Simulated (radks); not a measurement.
# Lu⁺ in [Xe] 4f14 6s2: an all-electron calculation

Wanted: eigenvalues, radial structure and energy terms of the lutetium ion Lu+.

The numbers are computed with radks (a radial shooting solver on a logarithmic mesh, Libxc functionals) version 1 (scalar-relativistic Kohn-Sham, XLYP, spin-polarised, spherical densities, finite nucleus), except any that are marked as measured or tabulated.

## 1. The atom as given

* element: lutetium (Z = 71)
* charge: +1
* electrons: 70
* configuration: [Xe] 4f14 6s2
* nuclear rms radius: 5.37 fm

The outer shells:

Lu⁺
```
[Xe] core
4f [↑↓][↑↓][↑↓][↑↓][↑↓][↑↓][↑↓]
6s [↑↓]
```

## 2. The run

Settings of this run:

```text
Z 71
configuration [Xe] 4f14 6s2 5d0 6p0
relativity scalar-relativistic
functional xlyp
spin polarised
nucleus finite rms 5.37 fm
c 137.035999084
```

Launch:

```bash
python run_ks.py task.json out
```

All runs below come from this command, one after another.

**Question.** What will this run give?

The runs gave:

| quantity | value |
| --- | --- |
| total energy | -14563.0685 hartree |
| exchange-correlation share of it | 2.07 % |
| −T/E | 1.0924 |
| highest occupied level | 6s, -10.999 eV |
| most extended occupied level | 6s down, <r> = 3.26 bohr |
| radius at density 0.001 e/bohr³ | 4.62 bohr |
| maxima of the radial density | 4 |
| ionisation energy, NIST | 14.13 (semi-emp.) eV |

The radial density shows 4 maxima for 6 occupied principal shells; where shells overlap, one shows as a shoulder or not at all. Relativity lifts −T/E to 1.092. The top level binds by 10.999 eV, 78 % of the NIST ionisation energy of 14.13 eV; the potential of a semilocal functional falls off too fast, so its top eigenvalue is too shallow. 
